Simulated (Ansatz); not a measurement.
# CH₄Cl₂OSTi: up Jacob's ladder to CCSD(T)

The task here is to estimate one member of a computed series from the others.

Method: functionals in def2-TZVPP, the program's frozen cores in correlated methods; program: Ansatz 0.2.0, Gaussian basis.

The runs, in order: PBE-D4, r2SCAN-D4, PBE0-D4, B3LYP-D4, ωB97X-V, ωB97M-V, B2PLYP; CCSD(T)/def2-TZVPP; MP2/def2-QZVPP; extrapolation to the limit.

## Structure used throughout

All runs share one geometry, relaxed beforehand with PBE0-D4 in a triple-zeta def2 set.

SMILES `C[S][Ti]([OH])([Cl])[Cl]`, 10 atoms, charge 0, spin multiplicity 1.

Atoms are counted from 1 here; the program's logs count them from 0.

Bond lengths: C1–S2 1.819 Å, C1–H7 1.090 Å, C1–H8 1.089 Å, C1–H9 1.090 Å, S2–Ti3 2.247 Å, Ti3–O4 1.742 Å, Ti3–Cl5 2.199 Å, Ti3–Cl6 2.200 Å, O4–H10 0.956 Å. Angles: S2–C1–H7 111.0°, S2–C1–H8 110.3°, S2–C1–H9 106.9°, H7–C1–H8 110.1°, H7–C1–H9 109.0°, H8–C1–H9 109.4°, C1–S2–Ti3 99.4°, S2–Ti3–O4 104.9°, S2–Ti3–Cl5 108.0°, S2–Ti3–Cl6 108.4°, O4–Ti3–Cl5 113.1°, O4–Ti3–Cl6 113.0°, Cl5–Ti3–Cl6 109.2°, Ti3–O4–H10 159.6°.

Set-up of the first run:

Contents of in.yaml:

```yaml
crystal:
  periodic: [false, false, false]
  atoms:
    - {symbol: C, position_ang: [0.669338, -1.824139, 0.164981]}
    - {symbol: S, position_ang: [0.264716, -0.691070, -1.199717]}
    - {symbol: Ti, position_ang: [-0.392758, 1.096727, -0.007442]}
    - {symbol: O, position_ang: [-0.849057, 2.284591, -1.196975]}
    - {symbol: Cl, position_ang: [-2.064545, 0.477088, 1.279690]}
    - {symbol: Cl, position_ang: [1.288553, 1.745595, 1.254872]}
    - {symbol: H, position_ang: [1.383548, -1.369267, 0.850765]}
    - {symbol: H, position_ang: [-0.235047, -2.109682, 0.700860]}
    - {symbol: H, position_ang: [1.120516, -2.709979, -0.281919]}
    - {symbol: H, position_ang: [-1.185275, 3.100136, -1.565126]}
basis:
  gaussian: {orbitals: def2-TZVPP}
hamiltonian: {xc: pbe, dispersion: d4}
output: {forces: true, orbitals: {seedname: orbitals}}
```

The run is started by

```sh
$ ansatz run in.yaml --threads 2 --pin off --events-out ev --progress --plain --max-ram 22528MiB --backend cuda --devices 0, --max-vram 18GiB
```

Steps of the session up to this table: PBE-D4 (GGA); r2SCAN-D4 (meta-GGA); PBE0-D4 (hybrid); B3LYP-D4 (hybrid); ωB97X-V (range-separated); ωB97M-V (range-separated); B2PLYP (double hybrid).

One of the session's tables, all rows but one given; the rest of the session is left out.

| functional | HOMO (eV) | LUMO (eV) | gap (eV) |
| --- | --- | --- | --- |
| PBE-D4 | -6.31 | -3.62 | 2.68 |
| r2SCAN-D4 | -6.57 | -3.59 | 2.99 |
| PBE0-D4 | -7.47 | -2.72 | 4.75 |
| B3LYP-D4 | -7.24 | -2.95 | 4.29 |
| ωB97X-V | ? | ? | ? |
| ωB97M-V | -9.57 | -0.56 | 9.01 |

Estimate the missing values for ωB97X-V.

**Answer.** HOMO (eV): -9.73; LUMO (eV): -0.59; gap (eV): 9.14. In the column «HOMO (eV)» it is the lowest.
